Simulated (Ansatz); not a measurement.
# ClF2GeI: a ladder of functionals and wavefunction methods

Aim: compute ClF2GeI with functionals from several rungs and with coupled cluster. The yardstick is the atomisation energy at the CCSD(T) limit.

Program: Ansatz 0.2.0, Gaussian basis. Level of theory: functionals in def2-TZVPP, the program's frozen cores in correlated methods. These are calculated values, not measurements.

Plan: LDA (SPW92), PBE-D4, revPBE-D4, BLYP-D4, r2SCAN-D4, B97M-V, PBE0-D4, B3LYP-D4, r2SCANh-D4, r2SCAN0-D4, HSE06-D4, BHLYP-D4, CAM-B3LYP-D4, LC-ωPBE, ωB97X-V, ωB97M-V, B2PLYP, PBE-QIDH; CCSD(T)/def2-SVP; CCSD(T)/def2-TZVPP; MP2/def2-QZVPP; extrapolation to the limit; RPA on PBE.

## (1) The relaxed structure

The geometry comes from an earlier relaxation with PBE0-D4 in a triple-zeta def2 set; it is a stationary point. I takes the def2 core potential; no spin-orbit term is included.

SMILES `[F][Ge]([F])([Cl])[I]`, 5 atoms, charge 0, spin multiplicity 1.

Atoms are counted from 1 here; the program's logs count them from 0.

Bond lengths: F1–Ge2 1.711 Å, Ge2–F3 1.711 Å, Ge2–Cl4 2.107 Å, Ge2–I5 2.454 Å. Angles: F1–Ge2–F3 105.2°, F1–Ge2–Cl4 108.0°, F1–Ge2–I5 110.3°, F3–Ge2–Cl4 108.0°, F3–Ge2–I5 110.3°, Cl4–Ge2–I5 114.6°.

## (2) LDA

This LDA is Slater exchange with PW92 correlation.

The input, in.yaml:

```yaml
crystal:
  periodic: [false, false, false]
  atoms:
    - {symbol: F, position_ang: [1.325391, -1.090978, 0.451028]}
    - {symbol: Ge, position_ang: [0.004901, -0.078261, 0.053799]}
    - {symbol: F, position_ang: [-0.862135, 0.122805, 1.514929]}
    - {symbol: Cl, position_ang: [-1.230384, -1.118601, -1.299091]}
    - {symbol: I, position_ang: [0.812027, 2.091336, -0.762164]}
basis:
  gaussian: {orbitals: def2-TZVPP}
hamiltonian: {xc: lda}
output: {orbitals: {seedname: orbitals}}
```

Launch:

```bash
ansatz run in.yaml --threads 4 --pin off --events-out ev --progress --plain --max-ram 10444MiB
```

Further steps of the session: PBE-D4 (GGA); revPBE-D4 (GGA); BLYP-D4 (GGA); r2SCAN-D4 (meta-GGA); B97M-V (meta-GGA); B3LYP-D4 (hybrid); r2SCANh-D4 (hybrid); r2SCAN0-D4 (hybrid); HSE06-D4 (hybrid); BHLYP-D4 (hybrid); CAM-B3LYP-D4 (range-separated); LC-ωPBE (range-separated); ωB97X-V (range-separated); ωB97M-V (range-separated); B2PLYP (double hybrid); PBE-QIDH (double hybrid); CCSD(T) in def2-SVP; CCSD(T) in def2-TZVPP; MP2 in def2-QZVPP; RPA on PBE orbitals.

Q: Predict the results of all the runs planned. Wanted: atomisation energy, CCSD(T)/CBS; farthest beyond LDA; mean size of error, GGA; mean size of error, meta-GGA; mean size of error, hybrid; mean size of error, range-separated; mean size of error, double hybrid; gap, smallest and largest; T1 diagnostic.

As calculated:

| quantity | value |
| --- | --- |
| atomisation energy, CCSD(T)/CBS | 1575.2 kJ/mol |
| functionals within 15.8 kJ/mol (1.0 %) | r2SCAN-D4, B97M-V, ωB97X-V |
| farthest beyond LDA | BHLYP-D4 (-127.5 kJ/mol) |
| mean size of error, GGA | 35.2 kJ/mol |
| mean size of error, meta-GGA | 1.7 kJ/mol |
| mean size of error, hybrid | 54.0 kJ/mol |
| mean size of error, range-separated | 28.9 kJ/mol |
| mean size of error, double hybrid | 35.0 kJ/mol |
| gap, smallest and largest | 4.03 eV (LDA (SPW92)), 11.14 eV (LC-ωPBE) |
| T1 diagnostic | 0.0107 |
| triples share of the correlation energy | 3.0 % |

**Reading.** LDA overbinds by 291.7 kJ/mol (19 %). PBE-D4 misses by +30.7 kJ/mol. Double hybrids carry the basis error of their MP2 part in triple zeta, and no dispersion term here, so their miss is partly the set-up's. By mean error the best rung here is meta-GGA (1.7 kJ/mol) and the worst beyond LDA is hybrid (54.0 kJ/mol). The mean of the hybrids holds BHLYP, with half exact exchange. RPA and LDA stand outside this count. The reference freezes the cores and leaves out spin-orbit coupling and excitations past (T), and its outer-core shells are covered unevenly, so misses under about 15.8 kJ/mol can't be ranked. All levels share the lack of spin-orbit coupling, which lowers the free heavy atoms and so the true binding. Hartree-Fock recovers 67 % of the binding; the rest is correlation. CCSD(T) in def2-SVP is off by -161.6 kJ/mol, so the small basis spoils what the method gains. Orbital gaps span 4.0 to 11.1 eV; exact exchange widens them. Correlated methods include outer-core shells of Ge, I, which these sets cover unevenly.
